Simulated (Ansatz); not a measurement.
# BN: further runs on the relaxed cell

An exercise on one series of results from a longer session: the logs are not shown, and one member is left open.

The COD entry's cell or inner coordinates are ideal or old and differ from later refinements, so a difference from it is no clean test against experiment.

Program: Ansatz 0.2.0. Level of theory: DFT r2SCAN, scalar-relativistic, plane waves, PAW. These are calculated values, not measurements.

### The structure to begin with

The structure is hexagonal, space group P6_3/mmc (No. 194). The conventional cell has a = 2.501 Å, b = 2.501 Å, c = 6.872 Å, α = 90.00°, β = 90.00°, γ = 120.00°. B (site symmetry -6m2) has 3 N at 1.44 Å as nearest neighbours. N (site symmetry -6m2) is surrounded by 3 B at 1.44 Å.

Structure file:

```
B N
1.0
     2.50094    0.00000    0.00000
    -1.25047    2.16588    0.00000
     0.00000    0.00000    6.87214
B N
2 2
Direct
  0.33333 0.66667 0.25000
  0.66667 0.33333 0.75000
  0.33333 0.66667 0.75000
  0.66667 0.33333 0.25000
```

This cell was relaxed beforehand with the same method: volume 9.31 Å³/atom, gap on the mesh 4.89 eV.

The first run:

File input.yaml:

```yaml
crystal:
  lattice:
    - [2.4756754006, 0.0, 0.0]
    - [-1.2378377003, 2.1439977884, 0.0]
    - [0.0, 0.0, 6.8027217741]
  atoms:
    - { symbol: B, position: [0.3333333333, 0.6666666667, 0.25] }
    - { symbol: B, position: [0.6666666667, 0.3333333333, 0.75] }
    - { symbol: "N", position: [0.3333333333, 0.6666666667, 0.75] }
    - { symbol: "N", position: [0.6666666667, 0.3333333333, 0.25] }
basis:
  ecutwfc: 500
kpoints:
  mp_grid: { grid: [12, 12, 4] }
hamiltonian:
  xc: r2scan
scf:
  occupations: { method: gaussian, width: 0.02 }
output:
  forces: true
  stress: true
  eigenvalues: true
relax:
  adjacent_minimum: "off"
  f_tol: 0.01
  max_steps: 30
  cell: { stress_tol: 0.1, fix: [volume] }
```

Run with:

```
$ ansatz run input.yaml --threads 2 --pin off --max-ram 5120MiB --backend cpu --events-out ev --progress --plain --runs-dir out
```

Among the steps run: The cell scaled to 0.97 of its volume; Point at V/V0 = 1.03; The cell scaled to 0.94 of its volume; Point at V/V0 = 1.06.

One table of the session follows, with a row left open; its other results are not shown here.

It belongs to the step «Energy against volume». 

| volume (Å³/atom) | energy above the lowest point (meV/atom) | pressure (GPa) | gap on the mesh (eV) |
| --- | --- | --- | --- |
| 8.748 | 2.9 | 1.87 | 4.80 |
| 9.027 | ? | ? | ? |
| 9.306 | 0.0 | 0.00 | 4.89 |
| 9.585 | 0.4 | -0.45 | 4.93 |
| 9.864 | 1.5 | -0.75 | 4.97 |

Q: Estimate the row for volume (Å³/atom) = 9.027 from the others.

Worked estimate for «energy above the lowest point (meV/atom)». A straight line through the neighbours (8.748, 2.9) and (9.306, 0.0) gives 2.9 + (0.0 − 2.9) × (9.027 − 8.748) / (9.306 − 8.748) = 1.4; a parabola fitted to 3 rows on both sides gives 0.8.

As computed: energy above the lowest point (meV/atom): 0.7; pressure (GPa): 0.79; gap on the mesh (eV): 4.85. In «energy above the lowest point (meV/atom)» the line misses by +0.7 and the parabola by +0.1.
